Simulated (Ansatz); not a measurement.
# C₃H₆BF: a ladder of functionals and wavefunction methods

One table from this session's results is given with a row withheld; the runs are named, their logs left out.

Computed with Ansatz 0.2.0, Gaussian basis. Level: functionals in def2-TZVPP, the program's frozen cores in correlated methods.

Plan: PBE-D4, r2SCAN-D4, PBE0-D4, B3LYP-D4, ωB97X-V, ωB97M-V, B2PLYP; CCSD(T)/def2-TZVPP; MP2/def2-QZVPP; extrapolation to the limit.

## The relaxed structure

The geometry comes from an earlier relaxation with PBE0-D4 in a triple-zeta def2 set; it is a stationary point, not always the lowest conformer.

SMILES `FC1BCC1`, 11 atoms, charge 0, spin multiplicity 1.

Atoms are counted from 1 here; the program's logs count them from 0.

Bond lengths: F1–C2 1.370 Å, C2–B3 1.543 Å, C2–C5 1.575 Å, C2–H6 1.090 Å, B3–C4 1.555 Å, B3–H7 1.193 Å, C4–C5 1.565 Å, C4–H8 1.088 Å, C4–H9 1.086 Å, C5–H10 1.091 Å, C5–H11 1.089 Å. Angles: F1–C2–B3 122.1°, F1–C2–C5 117.3°, F1–C2–H6 109.5°, B3–C2–C5 75.4°, B3–C2–H6 119.6°, C5–C2–H6 107.9°, C2–B3–C4 94.3°, C2–B3–H7 126.4°, C4–B3–H7 127.8°, B3–C4–C5 75.4°, B3–C4–H8 118.5°, B3–C4–H9 120.0°, C5–C4–H8 108.8°, C5–C4–H9 117.9°, H8–C4–H9 111.3°, C2–C5–C4 92.7°, C2–C5–H10 111.8°, C2–C5–H11 113.8° and more.

Set-up of the first run:

in.yaml

```yaml
crystal:
  periodic: [false, false, false]
  atoms:
    - {symbol: F, position_ang: [-1.961027, 0.860009, 0.937999]}
    - {symbol: C, position_ang: [-0.627130, 0.647348, 0.711369]}
    - {symbol: B, position_ang: [0.020001, 0.899412, -0.666419]}
    - {symbol: C, position_ang: [1.078127, -0.228171, -0.506998]}
    - {symbol: C, position_ang: [-0.199292, -0.781785, 0.206765]}
    - {symbol: H, position_ang: [-0.064086, 0.865279, 1.619458]}
    - {symbol: H, position_ang: [-0.542788, 1.238704, -1.662234]}
    - {symbol: H, position_ang: [1.865798, -0.099804, 0.232988]}
    - {symbol: H, position_ang: [1.442245, -0.759370, -1.381747]}
    - {symbol: H, position_ang: [-0.933368, -1.205289, -0.480568]}
    - {symbol: H, position_ang: [-0.013081, -1.493229, 1.009988]}
basis:
  gaussian: {orbitals: def2-TZVPP}
hamiltonian: {xc: pbe, dispersion: d4}
output: {forces: true, orbitals: {seedname: orbitals}}
```

The run is started by

```bash
$ ansatz run in.yaml --threads 4 --pin off --events-out ev --progress --plain --max-ram 10444MiB
```

Among the steps run: PBE-D4 (GGA); r2SCAN-D4 (meta-GGA); PBE0-D4 (hybrid); B3LYP-D4 (hybrid); ωB97X-V (range-separated); ωB97M-V (range-separated); B2PLYP (double hybrid); CCSD(T) in def2-TZVPP; MP2 in def2-QZVPP.

One of the session's tables, all rows but one given; the rest of the session is left out.

```
            method  atomisation energy (kJ/mol)
            PBE-D4                       4484.4
         r2SCAN-D4                       4391.2
           PBE0-D4                       4412.4
          B3LYP-D4                       4359.3
           ωB97X-V                       4373.7
           ωB97M-V                       4382.8
            B2PLYP                       4320.8
     HF/def2-TZVPP                       3251.7
    MP2/def2-TZVPP                       4337.6
   CCSD/def2-TZVPP                       4185.7
CCSD(T)/def2-TZVPP                            ?
           MP2/CBS                       4434.5
       CCSD(T)/CBS                       4345.0
```

**Question.** Estimate the row for CCSD(T)/def2-TZVPP.

The run gave: atomisation energy (kJ/mol): 4248.1. In the column «atomisation energy (kJ/mol)» it lies between CCSD/def2-TZVPP (4185.7) and B2PLYP (4320.8).

Limits of these values: Free atoms (1 F, 3 C, 1 B, 6 H) were run apart at each level; the atomisation energy is their sum less the molecule, without zero-point or spin-orbit terms.
